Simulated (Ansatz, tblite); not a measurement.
# B4As5 zinc blende ring disc (B₄As₅H₁₆+): a ladder of methods and basis sets

How do method and basis change the picture of B4As5 zinc blende ring disc (B₄As₅H₁₆+) (singlet)?

Program: Ansatz 0.2.0, Gaussian basis. Level of theory: as each input shows. These are calculated values, not measurements.

The runs, in order: GFN1-xTB, GFN2-xTB, PBE-D4/def2-TZVP, r2SCAN-D4/def2-TZVP, PBE-D4/def2-SVP, PBE0-D4/def2-SVP, HF/STO-3G, HF/6-31G, B3LYP-D4/6-31G, MP2/def2-SVP.

4 further runs of the same task are left out: 3 that didn't finish, 1 set aside as unsound or not needed. Runs told in other sessions of the task aren't counted.

**1. The geometry**

The geometry is that of the singlet, from an earlier relaxation (r2SCAN-D4/def2-SVP).

25 atoms, charge 1, spin multiplicity 1.

Bond lengths: B1–As5 2.065 Å, B1–As6 2.065 Å, B1–As7 2.063 Å, B1–H10 1.208 Å, B2–As6 2.053 Å, B2–As8 2.053 Å, B2–H11 1.213 Å, B2–H12 1.209 Å, B3–As5 2.053 Å, B3–As9 2.053 Å, B3–H13 1.209 Å, B3–H14 1.213 Å, B4–As7 2.063 Å, B4–As8 2.065 Å, B4–As9 2.065 Å, B4–H15 1.208 Å, As5–H16 1.504 Å, As5–H17 1.507 Å and more. Angles: As5–B1–As6 110.7°, As5–B1–As7 106.4°, As5–B1–H10 111.0°, As6–B1–As7 106.4°, As6–B1–H10 111.0°, As7–B1–H10 111.2°, As6–B2–As8 108.5°, As6–B2–H11 106.0°, As6–B2–H12 109.9°, As8–B2–H11 106.0°, As8–B2–H12 109.9°, H11–B2–H12 116.1°, As5–B3–As9 108.5°, As5–B3–H13 109.9°, As5–B3–H14 106.0°, As9–B3–H13 109.9°, As9–B3–H14 106.0°, H13–B3–H14 116.1° and more.

Coordinates:

```xyz
25
As5B4H16
B    -1.2231   -1.2260    0.9408
B     1.4713   -1.4654   -1.3687
B    -1.4689    1.4639   -1.3720
B     1.2217    1.2269    0.9415
As   -2.3797    0.0194   -0.2320
As    0.0265   -2.3790   -0.2312
As   -0.0011    0.0005    2.0618
As    2.3798   -0.0189   -0.2295
As   -0.0269    2.3791   -0.2324
H    -1.9145   -1.9195    1.6485
H     0.8812   -0.8764   -2.2492
H     2.2884   -2.2801   -1.7286
H    -2.2852    2.2779   -1.7353
H    -0.8767    0.8732   -2.2500
H     1.9123    1.9208    1.6496
H    -3.2366   -0.8515   -1.1088
H    -3.4258    0.5839    0.6937
H    -0.8415   -3.2369   -1.1100
H     0.5914   -3.4249    0.6946
H     0.8205   -0.8186    3.0219
H    -0.8230    0.8194    3.0217
H     3.4259   -0.5814    0.6975
H     3.2365    0.8518   -1.1067
H    -0.5943    3.4244    0.6925
H     0.8419    3.2377   -1.1097
```

The ion is computed in the gas phase, without counter-ions or solvent.

PBE0-D4/def2-TZVP was run before; its log isn't repeated, and its numbers join the tables.

**2. GFN1-xTB**

Tight binding, by tblite at 300 K electronic temperature and without a spin-polarisation term:

```python
tblite.interface.Calculator('GFN1-xTB', numbers, positions, charge=1, uhf=0).singlepoint()
```

Energy -699.1966 eV, HOMO -15.24 eV, LUMO -9.80 eV; 0.029 s.

**3. GFN2-xTB**

Tight binding, by tblite at 300 K electronic temperature and without a spin-polarisation term:

```python
tblite.interface.Calculator('GFN2-xTB', numbers, positions, charge=1, uhf=0).singlepoint()
```

Energy -667.2471 eV, HOMO -14.13 eV, LUMO -8.35 eV; 0.02 s.

**4. PBE-D4/def2-TZVP**

start.molden holds the orbitals of an earlier run on this state, given as this run's starting guess.

Input file in.yaml:

```yaml
crystal:
  periodic: [false, false, false]
  atoms:
    - {symbol: B, position_ang: [-1.223093, -1.225972, 0.940770]}
    - {symbol: B, position_ang: [1.471266, -1.465450, -1.368705]}
    - {symbol: B, position_ang: [-1.468890, 1.463857, -1.371961]}
    - {symbol: B, position_ang: [1.221679, 1.226856, 0.941474]}
    - {symbol: As, position_ang: [-2.379721, 0.019433, -0.232005]}
    - {symbol: As, position_ang: [0.026523, -2.379033, -0.231216]}
    - {symbol: As, position_ang: [-0.001072, 0.000485, 2.061793]}
    - {symbol: As, position_ang: [2.379804, -0.018935, -0.229491]}
    - {symbol: As, position_ang: [-0.026878, 2.379070, -0.232392]}
    - {symbol: H, position_ang: [-1.914494, -1.919495, 1.648482]}
    - {symbol: H, position_ang: [0.881235, -0.876404, -2.249205]}
    - {symbol: H, position_ang: [2.288444, -2.280111, -1.728602]}
    - {symbol: H, position_ang: [-2.285194, 2.277880, -1.735256]}
    - {symbol: H, position_ang: [-0.876732, 0.873177, -2.249963]}
    - {symbol: H, position_ang: [1.912267, 1.920790, 1.649579]}
    - {symbol: H, position_ang: [-3.236621, -0.851512, -1.108772]}
    - {symbol: H, position_ang: [-3.425849, 0.583892, 0.693731]}
    - {symbol: H, position_ang: [-0.841489, -3.236877, -1.109979]}
    - {symbol: H, position_ang: [0.591391, -3.424853, 0.694579]}
    - {symbol: H, position_ang: [0.820468, -0.818586, 3.021926]}
    - {symbol: H, position_ang: [-0.823008, 0.819390, 3.021718]}
    - {symbol: H, position_ang: [3.425905, -0.581419, 0.697455]}
    - {symbol: H, position_ang: [3.236469, 0.851786, -1.106716]}
    - {symbol: H, position_ang: [-0.594258, 3.424392, 0.692453]}
    - {symbol: H, position_ang: [0.841857, 3.237651, -1.109714]}
basis:
  gaussian: {orbitals: def2-TZVP, initial_orbitals: start.molden}
total_charge: 1
hamiltonian: {xc: pbe, dispersion: d4}
scf: {omitted_lower_state_checks: [starts]}
output: {forces: true, orbitals: {seedname: orbitals}}
```

Started as:

```
> ansatz run in.yaml --threads 4 --pin off --events-out ev --progress --plain --max-ram 6963MiB
```

The program printed, shortened:

```text
Functional definition: PBE
  name "PBE"
  cite "Perdew, Burke & Ernzerhof, Phys. Rev. Lett. 77, 3865 (1996) doi:10.1103/PhysRevLett.77.3865"
  parent pbe
[...]
3245 factors; their error is unknown
[...]
mean field -307117.76693660 eV, -11286.3697630208 hartree, gradient 7.1e-6 eV, S^2 0.000000; 0 other end points of the search recorded, 0 dependent functions left out
[...]
reference -307117.76700364 eV, -11286.3697654847 hartree; 100, 100 occupied and 360, 360 virtual orbitals, 3245 factors
Total energy: -307118.95250153 eV, -11286.4133317285 hartree
Atom 0 at    -1.223093    -1.225972     0.940770 Å, force    -0.090183    -0.090641     0.096983 eV/Å
Atom 1 at     1.471266    -1.465450    -1.368705 Å, force     0.030032    -0.029852    -0.154671 eV/Å
Atom 2 at    -1.468890     1.463857    -1.371961 Å, force    -0.029661     0.029634    -0.154841 eV/Å
Atom 3 at     1.221679     1.226856     0.941474 Å, force     0.090137     0.090647     0.097026 eV/Å
Atom 4 at    -2.379721     0.019433    -0.232005 Å, force     0.236918     0.047537     0.002104 eV/Å
Atom 5 at     0.026523    -2.379033    -0.231216 Å, force     0.047021     0.237208     0.002435 eV/Å
Atom 6 at    -0.001072     0.000485     2.061793 Å, force     0.000059    -0.000002    -0.266445 eV/Å
Atom 7 at     2.379804    -0.018935    -0.229491 Å, force    -0.236950    -0.047814     0.002062 eV/Å
[...]
Atom 9 at    -1.914494    -1.919495     1.648482 Å, force     0.091395     0.091669    -0.087314 eV/Å
Atom 10 at     0.881235    -0.876404    -2.249205 Å, force     0.057279    -0.057242     0.101536 eV/Å
Atom 11 at     2.288444    -2.280111    -1.728602 Å, force    -0.092344     0.092057     0.048383 eV/Å
Atom 12 at    -2.285194     2.277880    -1.735256 Å, force     0.092208    -0.091988     0.048972 eV/Å
Atom 13 at    -0.876732     0.873177    -2.249963 Å, force    -0.057690     0.057600     0.101286 eV/Å
Atom 14 at     1.912267     1.920790     1.649579 Å, force    -0.091279    -0.091772    -0.087389 eV/Å
Atom 15 at    -3.236621    -0.851512    -1.108772 Å, force    -0.106728    -0.111827    -0.105707 eV/Å
Atom 16 at    -3.425849     0.583892     0.693731 Å, force    -0.127652     0.063981     0.109358 eV/Å
Atom 17 at    -0.841489    -3.236877    -1.109979 Å, force    -0.111399    -0.106963    -0.105849 eV/Å
Atom 18 at     0.591391    -3.424853     0.694579 Å, force     0.064241    -0.127568     0.109584 eV/Å
Atom 19 at     0.820468    -0.818586     3.021926 Å, force     0.097388    -0.097025     0.116377 eV/Å
Atom 20 at    -0.823008     0.819390     3.021718 Å, force    -0.097512     0.097093     0.116228 eV/Å
Atom 21 at     3.425905    -0.581419     0.697455 Å, force     0.127603    -0.063926     0.109611 eV/Å
Atom 22 at     3.236469     0.851786    -1.106716 Å, force     0.106732     0.111757    -0.105727 eV/Å
Atom 23 at    -0.594258     3.424392     0.692453 Å, force    -0.064347     0.127540     0.109358 eV/Å
Atom 24 at     0.841857     3.237651    -1.109714 Å, force     0.111533     0.107005    -0.105712 eV/Å
Dipole moment:    -0.000573     0.000419     0.514825 e Å
Checks for a lower state left out: starts
```

Wall time 24 s (4 threads of Arm Neoverse V1, shared host); peak memory 1.7 GiB.

Report: HOMO -10.54 eV, LUMO -5.30 eV.

**5. r2SCAN-D4/def2-TZVP**

in.yaml, as its differences from that of step 4:

```diff
@@ -31,4 +31,4 @@
 total_charge: 1
-hamiltonian: {xc: pbe, dispersion: d4}
+hamiltonian: {xc: r2scan, dispersion: d4}
 scf: {omitted_lower_state_checks: [starts]}
-output: {forces: true, orbitals: {seedname: orbitals}}
+output: {orbitals: {seedname: orbitals}}
```

Same command.

The program printed:

```text
Functional definition: r2SCAN
  name "r2SCAN"
  cite "Furness, Kaplan, Ning, Perdew & Sun, J. Phys. Chem. Lett. 11, 8208 (2020) doi:10.1021/acs.jpclett.0c02405"
  cite "Furness, Kaplan, Ning, Perdew & Sun, J. Phys. Chem. Lett. 11, 9248 (2020) doi:10.1021/acs.jpclett.0c03077"
  parent r2scan
  parameter k0 = 0.174
  parameter k1 = 0.065
  parameter a1 = 4.9479
  exchange = r2scan_x(k0 = k0, k1 = k1, a1 = a1)
  correlation = r2scan_c
these checks for a lower state are left out or cut short: starts
3245 factors; their error is unknown
mean field evaluation 1: about -307165.8476 eV, gradient 1.4e1 eV
mean field evaluation 2: about -307165.9850 eV, gradient 1.8e-1 eV
mean field evaluation 4: about -307165.9620 eV, gradient 2.5e-4 eV
mean field -307165.96197660 eV, -11288.1408980730 hartree, gradient 2.4e-5 eV, S^2 0.000000; 0 other end points of the search recorded, 0 dependent functions left out
reference -307165.96199724 eV, -11288.1408988315 hartree; 100, 100 occupied and 360, 360 virtual orbitals, 3245 factors
Total energy: -307166.26978645 eV, -11288.1522098765 hartree
Checks for a lower state left out: starts
```

It took 39 s on 4 threads of Arm Neoverse V1, shared host; peak memory 1.8 GiB.

Report: HOMO -10.79 eV, LUMO -5.11 eV.

**6. PBE-D4/def2-SVP**

in.yaml, as its differences from that of step 5:

```diff
@@ -29,5 +29,5 @@
 basis:
-  gaussian: {orbitals: def2-TZVP, initial_orbitals: start.molden}
+  gaussian: {orbitals: def2-SVP, initial_orbitals: start.molden}
 total_charge: 1
-hamiltonian: {xc: r2scan, dispersion: d4}
+hamiltonian: {xc: pbe, dispersion: d4}
 scf: {omitted_lower_state_checks: [starts]}
```

Same command.

The program printed:

```text
Functional definition: PBE
  name "PBE"
  cite "Perdew, Burke & Ernzerhof, Phys. Rev. Lett. 77, 3865 (1996) doi:10.1103/PhysRevLett.77.3865"
  parent pbe
  parameter kappa = 0.804
  parameter beta = 0.06672455060314922
  exchange = pbe_x(kappa = kappa, mu = beta*pi^2/3)
  correlation = pbe_c(beta = beta)
these checks for a lower state are left out or cut short: starts
3359 factors; their error is unknown
mean field evaluation 1: about -307077.1203 eV, gradient 1.5e1 eV
mean field evaluation 2: about -307077.4451 eV, gradient 3.2e-1 eV
mean field evaluation 4: about -307077.2475 eV, gradient 5.4e-4 eV
mean field -307077.24753373 eV, -11284.8807024304 hartree, gradient 1.6e-5 eV, S^2 0.000000; 0 other end points of the search recorded, 0 dependent functions left out
reference -307077.24758679 eV, -11284.8807043805 hartree; 100, 100 occupied and 196, 196 virtual orbitals, 3359 factors
Total energy: -307078.43308468 eV, -11284.9242706243 hartree
Checks for a lower state left out: starts
```

Run time: 10 s. Hardware: 4 threads of Arm Neoverse V1, shared host.

HOMO -10.51 eV, LUMO -5.25 eV.

**7. PBE0-D4/def2-SVP**

in.yaml, as its differences from that of step 6:

```diff
@@ -31,3 +31,3 @@
 total_charge: 1
-hamiltonian: {xc: pbe, dispersion: d4}
+hamiltonian: {xc: pbe0, dispersion: d4}
 scf: {omitted_lower_state_checks: [starts]}
```

Launched as before.

The program printed:

```text
Functional definition: PBE0
  name "PBE0"
  cite "Adamo & Barone, J. Chem. Phys. 110, 6158 (1999) doi:10.1063/1.478522"
  cite "Perdew, Burke & Ernzerhof, Phys. Rev. Lett. 77, 3865 (1996) doi:10.1103/PhysRevLett.77.3865"
  parent pbe
  parameter a = 0.25
  parameter kappa = 0.804
  parameter beta = 0.06672455060314922
  exchange = (1 - a)*pbe_x(kappa = kappa, mu = beta*pi^2/3) + a*exact_x
  correlation = pbe_c(beta = beta)
these checks for a lower state are left out or cut short: starts
2978 factors; integrals over basis functions are off by at most 9.0e-4 eV
mean field evaluation 1: about -307087.6200 eV, gradient 7.1e0 eV
mean field evaluation 2: about -307087.6936 eV, gradient 7.2e-2 eV
mean field evaluation 4: about -307087.8375 eV, gradient 7.3e-4 eV
mean field -307087.83753953 eV, -11285.2698779652 hartree, gradient 1.5e-5 eV, S^2 0.000000; 0 other end points of the search recorded, 0 dependent functions left out
reference -307087.83758006 eV, -11285.2698794549 hartree; 100, 100 occupied and 196, 196 virtual orbitals, 2978 factors
Total energy: -307088.88255608 eV, -11285.3082816152 hartree
Checks for a lower state left out: starts
```

Run time: 22 s. Hardware: 4 threads of Arm Neoverse V1, shared host; peak memory 1.6 GiB.

HOMO -11.68 eV, LUMO -4.47 eV.

**8. HF/STO-3G**

in.yaml, as its differences from that of step 7:

```diff
@@ -29,5 +29,5 @@
 basis:
-  gaussian: {orbitals: def2-SVP, initial_orbitals: start.molden}
+  gaussian: {orbitals: STO-3G}
 total_charge: 1
-hamiltonian: {xc: pbe0, dispersion: d4}
+hamiltonian: {xc: hf}
 scf: {omitted_lower_state_checks: [starts]}
```

Same command.

The program printed:

```text
Functional definition: HF
  name "HF"
  cite "Fock, Z. Phys. 61, 126 (1930) doi:10.1007/BF01340294"
  parent pbe
  exchange = exact_x
  correlation = 0
these checks for a lower state are left out or cut short: starts
1432 factors; integrals over basis functions are off by at most 5.2e-5 eV
mean field evaluation 1: about -303495.3789 eV, gradient 2.1e1 eV
mean field evaluation 2: about -303495.5346 eV, gradient 2.1e1 eV
mean field evaluation 4: about -303497.8120 eV, gradient 9.2e-1 eV
mean field evaluation 8: about -303497.8154 eV, gradient 1.2e-5 eV
mean field -303497.81541620 eV, -11153.3389983374 hartree, gradient 1.7e-5 eV, S^2 0.000000; 0 other end points of the search recorded, 0 dependent functions left out
reference -303497.81541620 eV, -11153.3389983374 hartree; 100, 100 occupied and 26, 26 virtual orbitals, 1432 factors
Total energy: -303497.81541620 eV, -11153.3389983374 hartree
Checks for a lower state left out: starts
```

It took 2.6 s on 4 threads of Arm Neoverse V1, shared host.

Report: HOMO -12.82 eV, LUMO 5.14 eV.

**9. HF/6-31G**

in.yaml, as its differences from that of step 8:

```diff
@@ -29,3 +29,3 @@
 basis:
-  gaussian: {orbitals: STO-3G}
+  gaussian: {orbitals: 6-31G}
 total_charge: 1
```

Launched as before.

The program printed:

```text
Functional definition: HF
  name "HF"
  cite "Fock, Z. Phys. 61, 126 (1930) doi:10.1007/BF01340294"
  parent pbe
  exchange = exact_x
  correlation = 0
these checks for a lower state are left out or cut short: starts
2266 factors; integrals over basis functions are off by at most 2.8e-4 eV
mean field evaluation 1: about -306858.2523 eV, gradient 3.0e1 eV
mean field evaluation 2: about -306858.3720 eV, gradient 3.0e1 eV
mean field evaluation 4: about -306862.2260 eV, gradient 3.3e0 eV
mean field evaluation 8: about -306862.2728 eV, gradient 1.3e-1 eV
mean field -306862.27282386 eV, -11276.9805275578 hartree, gradient 2.6e-5 eV, S^2 0.000000; 0 other end points of the search recorded, 0 dependent functions left out
reference -306862.27282386 eV, -11276.9805275578 hartree; 100, 100 occupied and 113, 113 virtual orbitals, 2266 factors
Total energy: -306862.27282386 eV, -11276.9805275578 hartree
Checks for a lower state left out: starts
```

Run time: 8.5 s. Hardware: 4 threads of Arm Neoverse V1, shared host; peak memory 1.1 GiB.

Report: HOMO -14.31 eV, LUMO -0.95 eV.

**10. B3LYP-D4/6-31G**

in.yaml, as its differences from that of step 9:

```diff
@@ -31,3 +31,3 @@
 total_charge: 1
-hamiltonian: {xc: hf}
+hamiltonian: {xc: {name: B3LYP}, dispersion: d4}
 scf: {omitted_lower_state_checks: [starts]}
```

The command is unchanged.

The program printed, shortened:

```text
Functional definition: B3LYP
  name "B3LYP"
  cite "Stephens, Devlin, Chabalowski & Frisch, J. Phys. Chem. 98, 11623 (1994) doi:10.1021/j100096a001"
  cite "Becke, Phys. Rev. A 38, 3098 (1988) doi:10.1103/PhysRevA.38.3098"
  cite "Lee, Yang & Parr, Phys. Rev. B 37, 785 (1988) doi:10.1103/PhysRevB.37.785"
  cite "Vosko, Wilk & Nusair, Can. J. Phys. 58, 1200 (1980) doi:10.1139/p80-159"
[...]
2266 factors; integrals over basis functions are off by at most 2.8e-4 eV
[...]
mean field -307123.51455344 eV, -11286.5809840438 hartree, gradient 3.9e-5 eV, S^2 0.000000; 0 other end points of the search recorded, 0 dependent functions left out
reference -307123.51495464 eV, -11286.5809987875 hartree; 100, 100 occupied and 113, 113 virtual orbitals, 2266 factors
Total energy: -307125.44002243 eV, -11286.6517437242 hartree
Checks for a lower state left out: starts
```

It took 13 s on 4 threads of Arm Neoverse V1, shared host; peak memory 1.1 GiB.

HOMO -11.43 eV, LUMO -4.29 eV.

**11. MP2/def2-SVP**

in.yaml, as its differences from that of step 10:

```diff
@@ -29,5 +29,5 @@
 basis:
-  gaussian: {orbitals: 6-31G}
+  gaussian: {orbitals: def2-SVP, initial_orbitals: start.molden}
 total_charge: 1
-hamiltonian: {xc: {name: B3LYP}, dispersion: d4}
+correlation: {method: mp2}
 scf: {omitted_lower_state_checks: [starts]}
```

The command is unchanged.

The program printed:

```text
Functional definition: HF
  name "HF"
  cite "Fock, Z. Phys. 61, 126 (1930) doi:10.1007/BF01340294"
  parent pbe
  exchange = exact_x
  correlation = 0
these checks for a lower state are left out or cut short: starts
2978 factors; integrals over basis functions are off by at most 9.0e-4 eV
mean field evaluation 1: about -306871.5027 eV, gradient 3.2e1 eV
mean field evaluation 2: about -306873.3051 eV, gradient 1.6e0 eV
mean field evaluation 4: about -306873.4027 eV, gradient 4.3e-1 eV
mean field evaluation 8: about -306873.4030 eV, gradient 2.6e-6 eV
mean field -306873.40303315 eV, -11277.3895552050 hartree, gradient 2.6e-6 eV, S^2 0.000000; 0 other end points of the search recorded, 0 dependent functions left out
49 core orbitals not correlated: weight in the atoms' cores, before any rotation towards them, 1.000 or more for the frozen orbitals, at most 0.000 for the correlated occupied ones
reference -306873.40303315 eV, -11277.3895552050 hartree; 51, 51 occupied and 196, 196 virtual orbitals, 2978 factors
second order -44.11940587 eV of doubles, -0.00000000 eV of singles
Total energy: -306917.52243903 eV, -11279.0109134656 hartree
Checks for a lower state left out: starts
```

It took 27 s on 4 threads of Arm Neoverse V1, shared host; peak memory 1.7 GiB.

Hartree-Fock HOMO -14.38 eV, LUMO -1.20 eV.

**12. Comparison**

```tsv
level	functions	HOMO (eV)	LUMO (eV)	gap (eV)	time
HF/STO-3G	126	-12.82	5.14	17.96	2.6 s
HF/6-31G	213	-14.31	-0.95	13.36	8.5 s
PBE-D4/def2-SVP	296	-10.51	-5.25	5.26	10 s
PBE-D4/def2-TZVP	460	-10.54	-5.30	5.25	24 s
r2SCAN-D4/def2-TZVP	460	-10.79	-5.11	5.69	39 s
B3LYP-D4/6-31G	213	-11.43	-4.29	7.14	13 s
PBE0-D4/def2-SVP	296	-11.68	-4.47	7.21	22 s
PBE0-D4/def2-TZVP	460	-11.67	-4.49	7.18	51 s
```

Energy pieces by basis (eV):

```tsv
basis	HF	MP2 correlation	total
def2-SVP	-306873.4030	-44.1194	-306917.5224 (MP2)
```

**13. What came out**

```
                                                 quantity                                value
gap in def2-TZVP, named functionals, smallest and largest  5.25 eV (PBE-D4), 7.18 eV (PBE0-D4)
                         correlation energy, MP2/def2-SVP                            -44.12 eV
          PBE0 total energy, smallest basis above largest       40.34 eV (def2-SVP, def2-TZVP)
```

**Reading.** Over the named functionals in def2-TZVP the gap runs from 5.25 eV (PBE-D4) to 7.18 eV (PBE0-D4); exact exchange widens it.

The slowest run with a step of its own, r2SCAN-D4/def2-TZVP, took 39 s; the quickest functional in def2-TZVP took 24 s (shared host).
